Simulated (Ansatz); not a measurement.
# Ti5Al2C3: compression at zero temperature

Aim: relax Ti5Al2C3 at pressures from -1 to 25 GPa within the symmetry of the start, and follow volume, cell shape and gap.

Program: Ansatz 0.2.0. Level of theory: DFT r2SCAN, scalar-relativistic, plane waves, PAW. These are calculated values, not measurements.

1 further run of the same task is left out (set aside as unsound or not needed).

## (1) The structure to begin with

The structure is trigonal, space group R-3m (No. 166). The conventional cell has a = 3.064 Å, b = 3.064 Å, c = 48.520 Å, α = 90.00°, β = 90.00°, γ = 120.00°. Ti (site symmetry -3m) is surrounded by 6 C at 2.19 Å. Around Ti (site symmetry 3m) lie 3 C at 2.07 Å. Around Ti (site symmetry 3m) lie 3 C at 2.11 Å. Around Al (site symmetry 3m) lie 6 Ti at 2.88 to 2.90 Å and 6 Al at 3.06 Å. C (site symmetry 3m) is surrounded by 6 Ti at 2.07 to 2.19 Å. C (site symmetry -3m) has 6 Ti at 2.11 Å in its first shell of neighbours.

Structure file:

```
CELL_PARAMETERS angstrom
1.53183 0.88440 16.17323
-1.53183 0.88440 16.17323
0.00000 -1.76880 16.17323
ATOMIC_POSITIONS crystal
Ti 0.50000 0.50000 0.50000
Ti 0.78450 0.78450 0.78450
Ti 0.69026 0.69026 0.69026
Ti 0.30974 0.30974 0.30974
Ti 0.21550 0.21550 0.21550
Al 0.59614 0.59614 0.59614
Al 0.40386 0.40386 0.40386
C 0.86001 0.86001 0.86001
C 0.13999 0.13999 0.13999
C 0.00000 0.00000 0.00000
```

It goes back to an entry of the Materials Project, which need not be the stable form.

This cell was relaxed beforehand with the same method: volume 13.15 Å³/atom, gap on the mesh none (metal).

## (2) Relaxing at -1 GPa

input.yaml

```yaml
crystal:
  lattice:
    - [1.5368241157, 0.8872858169, 16.2259718642]
    - [-1.5368241157, 0.8872858169, 16.2259718642]
    - [0.0, -1.7745716338, 16.2259718643]
  atoms:
    - { symbol: Ti, position: [0.5, 0.5, 0.5] }
    - { symbol: Ti, position: [0.7845029468, 0.7845029468, 0.7845029468] }
    - { symbol: Ti, position: [0.6902641809, 0.6902641809, 0.6902641809] }
    - { symbol: Ti, position: [0.3097358191, 0.3097358191, 0.3097358191] }
    - { symbol: Ti, position: [0.2154970532, 0.2154970532, 0.2154970532] }
    - { symbol: Al, position: [0.5961401055, 0.5961401055, 0.5961401055] }
    - { symbol: Al, position: [0.4038598945, 0.4038598945, 0.4038598945] }
    - { symbol: C, position: [0.8600127593, 0.8600127593, 0.8600127593] }
    - { symbol: C, position: [0.1399872407, 0.1399872407, 0.1399872407] }
    - { symbol: C, position: [0.0, 0.0, 0.0] }
basis:
  ecutwfc: 500
kpoints:
  mp_grid: { grid: [12, 12, 12] }
hamiltonian:
  xc: r2scan
scf:
  occupations: { method: gaussian, width: 0.1 }
output:
  forces: true
  stress: true
  eigenvalues: true
relax:
  adjacent_minimum: "off"
  f_tol: 0.008
  max_steps: 50
  cell: { stress_tol: 0.08, p_target: -1.0 }
```

The run is started by

```bash
> ansatz run input.yaml --threads 2 --pin off --max-ram 5120MiB --backend cpu --events-out ev --progress --plain --runs-dir out
```

Further runs follow: relaxing at 1 GPa; 4 GPa; relaxing at 12 GPa; relaxing at 25 GPa.

**Question.** What will these runs give? Wanted: bulk modulus B0; B0'.

As calculated:

| quantity | value |
| --- | --- |
| volume at 25 GPa | 11.63 Å³/atom, V/V0 = 0.885 |
| bulk modulus B0 (third-order Birch-Murnaghan) | 158 GPa |
| B0' | 4.2 |

In words: At 25 GPa the crystal has lost 11.5 % of its volume. A third-order Birch-Murnaghan curve fits the points with B0 = 158 GPa. The symmetry of the start is kept, so a transition to another structure would not show.
